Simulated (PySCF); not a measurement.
# Mg12S12 (2x3x4 MgS rock-salt block): the cost of one run

Computed with PySCF 2.14.0 and routines of our own; the level stands in each step. Atoms count from 0.

### Step 1. The system as given

24 atoms, charge 0, multiplicity 1; geometry from: GFN1-xTB.

### Step 2. Electronic excitations: TDA B97-2/6-31G*

Job settings and geometry (Å):

```
{"job": {"kind": "uv", "basis": "6-31G*", "grid": 1, "kgrid": 0, "vcut": 1.5, "nstates": 5, "ntriplets": 0, "tda": true, "delta": [], "pop": false, "xc": "B97-2", "scf": {"guess": "atom"}}, "charge": 0, "multiplicity": 1}
Mg    -1.061937    -2.367138    -3.500247
S     -1.305239    -2.566477    -1.155834
Mg    -1.164391    -2.421694     1.276742
S     -1.294613    -2.448528     3.717940
S     -1.378946    -0.000522    -3.688268
Mg    -1.164824     0.000329    -1.236997
S     -1.381375     0.000051     1.178803
Mg    -1.116552    -0.000041     3.598781
Mg    -1.063323     2.368424    -3.500099
S     -1.306643     2.566805    -1.155219
Mg    -1.165594     2.422068     1.276704
S     -1.295631     2.448698     3.718278
S      1.295289    -2.447793    -3.717946
Mg     1.165163    -2.420956    -1.276271
S      1.306025    -2.565905     1.155560
Mg     1.062569    -2.367313     3.500556
Mg     1.115887     0.001198    -3.598407
S      1.380929     0.000825    -1.178298
Mg     1.164135     0.000780     1.237315
S      1.378434     0.000962     3.688695
S      1.293864     2.449601    -3.717521
Mg     1.163602     2.422796    -1.276628
S      1.304718     2.567383     1.156395
Mg     1.061411     2.368305     3.500499
```

With the program's defaults for keys left out, this is: TDA B97-2/6-31G*, vertical, gas phase, core orbitals frozen in the response, virtual orbitals cut by energy.

The run is started by

```console
$ OMP_NUM_THREADS=2 python large_run.py task.json out
```

The driver reads the jobs from task.json and runs them one after another.

Q: Estimate the wall time and peak memory of this first job on 2 threads of Arm Neoverse N1, shared host.

About 4.8 min, with a peak of 1.8 GiB.
